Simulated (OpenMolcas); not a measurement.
# Ir⁵⁺ among point charges: CASSCF and CASPT2 levels and susceptibility

Aim: the splitting of the states of Ir⁵⁺ in the field of 5 point charges, its lowest levels with spin-orbit coupling and its magnetic susceptibility.

Method: state-averaged CASSCF and CASPT2, spin-orbit coupling by RASSI with atomic mean-field integrals. Code: OpenMolcas 26.06.

## Step 1: The system

```
Species                           : Ir⁵⁺ (iridium, Z = 77, 72 electrons)
Basis                             : ANO-RCC-VDZP [7s6p4d2f], 59 functions
Scalar Hamiltonian                : DKH2, point nucleus
Inactive shells                   : 1s 2s 2p 3s 3p 3d 4s 4p 4d 4f 5s 5p
Active space                      : 4 electrons in 5 orbitals (5d)
Some configurations of this space : 5d⁴
Orbitals                          : optimised for each spin and parity, averaged over all roots
```

Outer shells as boxes (Hund's rule):

5d4
```
5d [↑ ][↑ ][↑ ][↑ ][  ]
```

The ion sits among 5 point charges of -1 e arranged as a trigonal bipyramid (D3h), 2.22 Å from the ion, with the axial distance 1.798 Å.

Each step is its own input file, run in one work folder so that later steps find the files of earlier ones. Labels, J, g values, rates, χT and fits are worked out afterwards by a script from the matrices that RASSI stores.

## Step 2: Basis and integrals

File a.inp:

```
&GATEWAY
Coord
1

Ir 0.0 0.0 0.0
Basis=ANO-RCC-VDZP
Group=NoSym
NoMove
AngMom=0.0 0.0 0.0
AMFI
XField
5 Angstrom 0
2.220000 0.000000 0.000000 -1.000000
-1.110000 1.922576 0.000000 -1.000000
-1.110000 -1.922576 0.000000 -1.000000
0.000000 0.000000 1.798200 -1.000000
0.000000 0.000000 -1.798200 -1.000000
&SEWARD
```

Command:

```
OMP_NUM_THREADS=1 MOLCAS_MEM=1689 MOLCAS_PROJECT=a pymolcas a.inp > a.log
```

## Step 3: CASSCF: quintets, 5 roots

File a.inp:

```
&RASSCF
FileOrb=start.orb
Symmetry=1
Spin=5
nActEl=4 0 0
Inactive=34
Ras2=5
CIRoot=5 5 1
SDav=5
CIMx=300
Iter=120 100
PrWF=0.3
OrbListing=Nothing
MaxOrb=0
>>> COPY $Project.JobIph JOB001
```

start.orb holds the contracted functions of the basis, ordered by shell, or the orbitals of the step before.

## Step 4: Reference wave functions, triplets, 45 roots

File a.inp:

```
&RASSCF
FileOrb=start.orb
Symmetry=1
Spin=3
nActEl=4 0 0
Inactive=34
Ras2=5
CIRoot=45 45 1
SDav=45
CIMx=300
Iter=120 100
PrWF=0.3
OrbListing=Nothing
MaxOrb=0
>>> COPY $Project.JobIph JOB002
```

## Step 5: CASSCF: singlets, 50 roots

File a.inp:

```
&RASSCF
FileOrb=start.orb
Symmetry=1
Spin=1
nActEl=4 0 0
Inactive=34
Ras2=5
CIRoot=50 50 1
SDav=50
CIMx=300
Iter=120 100
PrWF=0.3
OrbListing=Nothing
MaxOrb=0
>>> COPY $Project.JobIph JOB003
```

## Step 6: RASSI: spin-orbit coupling between the states

File a.inp:

```
&RASSI
NrOfJobIphs=3 5 45 50
1 2 3 4 5
1 2 3 4 5 6 7 8 9 10 11 12 13 14 15 16 17 18 19 20 21 22 23 24 25 26 27
28 29 30 31 32 33 34 35 36 37 38 39 40 41 42 43 44 45
1 2 3 4 5 6 7 8 9 10 11 12 13 14 15 16 17 18 19 20 21 22 23 24 25 26 27
28 29 30 31 32 33 34 35 36 37 38 39 40 41 42 43 44 45 46 47 48 49 50
IphNames
JOB001
JOB002
JOB003
EJob
SpinOrbit
DIPRint=1.0
SOCoupling=1000.0
Subsets=2
Property=9
'ANGMOM' 1 'ANGMOM' 2 'ANGMOM' 3 'MLTPL  1' 1 'MLTPL  1' 2 'MLTPL  1' 3
'AMFI' 1 'AMFI' 2 'AMFI' 3
SOProperty=3
'ANGMOM' 1 'ANGMOM' 2 'ANGMOM' 3
```

## Step 7: CASPT2: IPEA 0.25, imaginary shift 0.1 (closed shells correlated: 4f 5s 5p)

File a.inp:

```
>>> COPY JOB001 $Project.JobIph
&CASPT2
Multistate=5 1 2 3 4 5
NoMult
Frozen=23
IPEA=0.25
Imaginary=0.1
MaxIter=60
WThr=0.0 0.3 0.05
PrWF=0.5
NoMix
>>> COPY JOB002 $Project.JobIph
&CASPT2
Multistate=45 1 2 3 4 5 6 7 8 9 10 11 12 13 14 15 16 17 18 19 20 21 22
23 24 25 26 27 28 29 30 31 32 33 34 35 36 37 38 39 40 41 42 43 44 45
NoMult
Frozen=23
IPEA=0.25
Imaginary=0.1
MaxIter=60
WThr=0.0 0.3 0.05
PrWF=0.5
NoMix
>>> COPY JOB003 $Project.JobIph
&CASPT2
Multistate=50 1 2 3 4 5 6 7 8 9 10 11 12 13 14 15 16 17 18 19 20 21 22
23 24 25 26 27 28 29 30 31 32 33 34 35 36 37 38 39 40 41 42 43 44 45 46
47 48 49 50
NoMult
Frozen=23
IPEA=0.25
Imaginary=0.1
MaxIter=60
WThr=0.0 0.3 0.05
PrWF=0.5
NoMix
```

(Steps that only read results are left out.)

Before running it: what results should come out? Wanted: spin-free ground state; first state of the same spin within the active space; lowest level; next level.

The runs gave:

```
                                            quantity                                                                           value
                                              method  SS-CASPT2, IPEA 0.25, imaginary shift 0.1 (closed shells correlated: 4f 5s 5p)
                              spin-free ground state                                                 5A1, 1-fold in its orbital part
first state of the same spin within the active space                                                                 5E at 6280 cm⁻¹
                                        lowest level                                                                       1-fold A1
                                          next level                                                                     4337.1 cm⁻¹
                                         χT at 300 K                                                                  0.07 cm³ K/mol
                           effective moment at 300 K                                                                         0.73 μB
```

Cost by method:

| method | time of its own steps | time with the reference |
| --- | --- | --- |
| A. CASSCF | 23 s | 23 s |
| B. SS-CASPT2, IPEA 0.25, imaginary shift 0.1, +4f 5s 5p | 19 s | 43 s |

Times are of one thread on a shared host.

**Reading.** The spin-free ground state (5A1) comes to 100 % from free-ion D terms and keeps the highest spin of the shell. χT at 300 K is 0.07, against 3.01 cm³ K/mol for the spin alone, so spin-orbit coupling lowers it. An active space of the d shell alone favours high spin; real ions in strong fields can be low spin. CASPT2 does not keep the components of a term degenerate, and the means are used. The field of point charges can differ much from that of real complexes. With metal d orbitals alone active, the gaps between spin states are rough; where two lie within a few thousand cm-1, their order is open. This is an electrostatic model: the charges have no orbitals.
